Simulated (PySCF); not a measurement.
# BiF−: bond curves at several levels of theory

One table from this session's results is given with a row withheld; the runs are named, their logs left out.

Method: Bi def2-SVPD with ECP60, F def2-SVPD, scalar-relativistic core potentials; program: PySCF 2.14.0.

2 further runs of the same task are left out: 2 set aside as unsound or not needed.

The first run:

Settings of the job:

* atoms: Bi, F
* charge: -1
* basis: Bi def2-SVPD with ECP60, F def2-SVPD
* Hamiltonian: scalar-relativistic core potentials
* basis functions: 55
* electrons treated: 33
* masses in u: 208.9804, 18.9984
* levels: PBE0, PBE, r²SCAN, BHandHLYP, PBEsol, B3LYP, CAM-B3LYP, HF, MP2, SCS-MP2, CCSD, CCSD(T)
* grid: 80 radial by 434 angular points
* occupations: held fixed by the projection of orbital angular momentum
* dissociation limit: Bi + F−, each in its ground configuration
* starting distance in angstrom: 2.175
* values of 2S to try: 1, 3

Command:

```
$ OMP_NUM_THREADS=1 python dia.py task.json out
```

Steps of the session up to this table: Input; PBE0 along the bond; Excited determinants; PBE (GGA); r²SCAN; BHandHLYP; PBEsol (GGA); B3LYP; CAM-B3LYP; UHF; MP2 and coupled cluster.

One table of the session follows, with a row left open; its other results are not shown here.

It belongs to the step «The curves together». Energy (eV) from each level's lowest point:

| R (Å) | UHF | UHF-MP2 | UHF-SCS-MP2 | UHF-CCSD | UHF-CCSD(T) |
| --- | --- | --- | --- | --- | --- |
| 1.879 | 0.798 | 0.910 | 0.925 | n/a | n/a |
| 1.966 | 0.323 | 0.395 | 0.406 | 0.387 | 0.406 |
| 2.054 | 0.083 | 0.121 | 0.128 | 0.118 | 0.128 |
| 2.119 | 0.010 | 0.027 | 0.030 | 0.025 | 0.030 |
| 2.185 | 0.000 | 0.000 | 0.000 | 0.000 | 0.000 |
| 2.251 | 0.036 | 0.023 | 0.019 | 0.023 | 0.019 |
| 2.338 | ? | ? | ? | ? | ? |
| 2.447 | 0.294 | 0.263 | 0.250 | 0.261 | 0.246 |
| 2.578 | 0.517 | 0.489 | 0.470 | 0.482 | 0.461 |
| 2.753 | 0.815 | 0.803 | 0.776 | n/a | n/a |

**Question.** Estimate the row for R (Å) = 2.338.

Worked estimate for «UHF». A straight line through the neighbours (2.251, 0.036) and (2.447, 0.294) gives 0.036 + (0.294 − 0.036) × (2.338 − 2.251) / (2.447 − 2.251) = 0.151; a parabola fitted to 4 rows on both sides gives 0.138.

**Answer.** UHF: 0.131; UHF-MP2: 0.106; UHF-SCS-MP2: 0.098; UHF-CCSD: 0.106; UHF-CCSD(T): 0.096. In «UHF» the line misses by +0.020 and the parabola by +0.007.
